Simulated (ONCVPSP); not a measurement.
**Pseudopotential generation for Cu: ONCV, LDA (Perdew-Wang 92)**

Aim: build the potential from the settings below, then test how well it stands in for the atom: other configurations, scattering, ghost states and the plane-wave cutoff that it needs.

Method: ONCVPSP 4.0.1.1 (patched build), LDA (Perdew-Wang 92), scalar-relativistic.

## 1. The design

Typed settings, in words:

```json
{"element": "copper (Cu, Z = 29)", "type": "optimised norm-conserving Vanderbilt (ONCV)", "frozen core": "[Ar]", "valence charge": "11", "reference configuration": "3d10 4s1", "partial waves": "4s: rc 2.40 bohr, ncon 4, nbas 7, qcut 2.1 1/bohr, 2 projectors, debl 1.5 Ha; p scattering state at 0.13 Ha: rc 2.05 bohr, ncon 4, nbas 7, qcut 3.4 1/bohr, 2 projectors, debl 3.8 Ha; 3d: rc 1.10 bohr, ncon 4, nbas 8, qcut 16.7 1/bohr, local; f scattering state at 0.05 Ha: rc 2.15 bohr, ncon 4, nbas 9, qcut 4.6 1/bohr, 2 projectors, debl 3.5 Ha", "local potential": "the d channel", "core correction": "not asked for"}
```

The outer shells as boxes (Hund's rule for the drawing; the calculation is spin-unpolarised):

```
[Ar] core
3d [↑↓][↑↓][↑↓][↑↓][↑↓]
4s [↑ ]
```

The nodes and maxima of the atom's own shells, from an earlier all-electron run, set the scale for the radii.

All-electron outer shells of the reference configuration (LDA (PZ), scalar-relativistic, ld1.x):

```
shell  level (eV)  outermost node (bohr)  outermost maximum (bohr)
   3p      -72.03                   0.26                      0.62
   3d       -5.32                      –                      0.60
   4s       -4.87                   0.89                      2.24
   4p       -0.79                   0.98                      3.52
```

## 2. Generating the potential

Input file Cu.dat:

```
# ATOM AND REFERENCE CONFIGURATION
# atsym  z   nc   nv     iexc    psfile
  Cu 29.00    5    2  -001012      upf
#
#   n    l    f
    1    0    2.00
    2    0    2.00
    2    1    6.00
    3    0    2.00
    3    1    6.00
    3    2   10.00
    4    0    1.00
#
# PSEUDOPOTENTIAL AND OPTIMIZATION
# lmax
    3
#
#   l,   rc,      ep,       ncon, nbas, qcut
    0    2.40    0.00    4    7    2.10
    1    2.05    0.13    4    7    3.40
    2    1.10    0.00    4    8   16.70
    3    2.15    0.05    4    9    4.60
#
# LOCAL POTENTIAL
# lloc, lpopt,  rc(5),   dvloc0
    2    5    1.10    0.00
#
# VANDERBILT-KLEINMAN-BYLANDER PROJECTORs
# l, nproj, debl
    0    2    1.50
    1    2    3.80
    2    0    3.60
    3    2    3.50
#
# MODEL CORE CHARGE
# icmod, fcfact, rcfact
    0    0.00    0.00
#
# LOG DERIVATIVE ANALYSIS
# epsh1, epsh2, depsh
   -2.00    5.00    0.02
#
# OUTPUT GRID
# rlmax, drl
    6.00    0.01
#
# TEST CONFIGURATIONS
# ncnf
    4
# nvcnf
#   n    l    f
    2
    3    2   10.00
    4    0    0.00
#
    2
    3    2    9.00
    4    0    0.00
#
    2
    3    2    8.00
    4    0    0.00
#
    2
    3    2    9.00
    4    0    1.00
#
```

Command:

```console
$ oncvpsp.x < Cu.dat > Cu.out
```

Before running it: what results should come out? Wanted: cutoffs for 1 and 0.1 mHa per electron, occupied waves; bound ghosts; GHOST(+) flags; largest test error; largest phase difference near zero energy, channels read.

The runs gave:

| quantity | value |
| --- | --- |
| cutoffs for 1 and 0.1 mHa per electron, occupied waves | 97 Ha and 111 Ha |
| bound ghosts | s at -287.62 eV, p at -49.15 eV, f at -37.69 eV |
| GHOST(+) flags | s at 98 eV |
| largest test error (AE − PS) | -50 meV, for 3d9 4s0 (1 test unsolved) |
| largest phase difference near zero energy, channels read | 0.003 rad |

A bound ghost (s, p, f) makes it unfit for use: electrons can fall into a state that the atom doesn't have. By total energies transferability is fair where solved: the largest error is 50 meV on 30.1 eV, for 3d9 4s0. Of the tests 1 gave no usable energy difference, which is a warning in itself. The potential is very hard: the looser tolerance needs 97 Ha. At the looser tolerance the 3d wave is the slowest; 4s needs 14 Ha. Near zero energy the phases of the channels with partial waves agree within 0.003 rad. The pseudo curves have poles with no partner nearby in the atom's: p at -1.80 Ha, f at -1.38 Ha. The program also flags highly localised states, GHOST(+) (s). These are tests on the free atom; a crystal test is still owed.
